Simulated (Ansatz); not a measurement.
# K+ with C2H2: structure and interaction energy

How do K+ and C2H2 sit together, how strongly do they interact, and which methods get it right?

Computed with Ansatz 0.2.0, Gaussian basis. Level: PBE0-D4 structure, single points in def2-TZVPPD.

Levels: PBE-D4, revPBE-D4, BLYP-D4, r2SCAN-D4, B97M-V, PBE0-D4, B3LYP-D4, HSE06-D4, wB97X-V, wB97M-V, B2PLYP, Hartree-Fock, MP2, CCSD, CCSD(T). The reference is CCSD(T) extrapolated to the basis limit. For elements past Ar these valence bases correlate outer-core shells poorly and lack relativity, so that limit is rough.

Correlated methods freeze the cores. The outer core shell of Li, Na, Mg and K is correlated. B3LYP uses VWN-RPA correlation. B2PLYP carries no dispersion term here.

163 further runs of the same task are left out: 163 set aside as unsound or not needed.

**1. The system as given**

The pair, from a GFN2-xTB docking trial: 5 atoms, charge 1, spin multiplicity 1.

Atoms are counted from 1 here; the program's logs count them from 0.

Bond lengths: K1–C2 2.984 Å, K1–C3 3.003 Å, C2–C3 1.200 Å, C2–H4 1.059 Å, C3–H5 1.061 Å. Angles: C2–K1–C3 23.1°, K1–C2–C3 79.4°, K1–C2–H4 108.8°, C3–C2–H4 171.7°, K1–C3–C2 77.5°, K1–C3–H5 112.5°, C2–C3–H5 169.7°.

Coordinates:

```xyz
5

K     0.0017   -0.3258   -2.3912
C    -0.0419   -0.5220    0.5858
C     0.0346    0.6675    0.4430
H    -0.1358   -1.5407    0.8598
H     0.1414    1.7210    0.5026
```

Atoms 1 to 1 are fragment A (K+), the rest fragment B (C2H2).

**2. A first relaxation in a small basis**

Contents of pre/in.yaml:

```yaml
crystal:
  periodic: [false, false, false]
  atoms:
    - {symbol: K, position_ang: [0.001700, -0.325800, -2.391200]}
    - {symbol: C, position_ang: [-0.041900, -0.522000, 0.585800]}
    - {symbol: C, position_ang: [0.034600, 0.667500, 0.443000]}
    - {symbol: H, position_ang: [-0.135800, -1.540700, 0.859800]}
    - {symbol: H, position_ang: [0.141400, 1.721000, 0.502600]}
basis:
  gaussian: {orbitals: def2-SVP}
total_charge: 1
hamiltonian: {xc: pbe, dispersion: d4}
relax: {f_tol: 0.03, max_steps: 250}
```

Launch:

```bash
> ansatz run in.yaml --threads 2 --pin off --events-out ev --progress --plain --max-ram 5222MiB
```

After this run come: Relaxation at PBE0-D4; wB97X-V/def2-TZVPPD; wB97M-V/def2-TZVPPD; B2PLYP/def2-TZVPPD; B97M-V/def2-TZVPPD; CCSD(T)/def2-TZVPPD; MP2/def2-QZVPPD; Hartree-Fock/STO-3G; SPW92/def2-SVP; wB97M-V/def2-SVP; CCSD(T)/def2-SVP; Vibrations of the pair.

What does the calculation give? Wanted: interaction energy, CCSD(T)/CBS; of it Hartree-Fock; D4 term of PBE0-D4; shortest contact; lowest wavenumber.

**Answer**, as computed:

| quantity | value |
| --- | --- |
| interaction energy, CCSD(T)/CBS | -39.93 kJ/mol |
| of it Hartree-Fock (basis limit) | -34.67 kJ/mol |
| D4 term of PBE0-D4 | -1.99 kJ/mol |
| shortest contact | K1–C3 3.14 Å |
| lowest wavenumber | 132 cm⁻¹ |

The pair is bound by 39.93 kJ/mol at fixed fragment shapes. Hartree-Fock gives 87 % of it, so electrostatics, induction and charge transfer lead. B3LYP-D4 is the best functional here (-0.15 kJ/mol from CCSD(T)/CBS); B2PLYP is the worst (+3.15 kJ/mol). Mean unsigned error by rung: GGA 1.29, meta-GGA 0.65, hybrid 0.56, screened hybrid 1.02, range-separated hybrid 0.41, double hybrid 3.15 kJ/mol. PBE-D4 gives an interaction energy 0.95 kJ/mol too low, an error of 2 % of the reference. CCSD(T) moves by -4.09 kJ/mol from triple zeta to the limit; gaps between functionals far smaller than that don't rank them. A lower arrangement may exist.
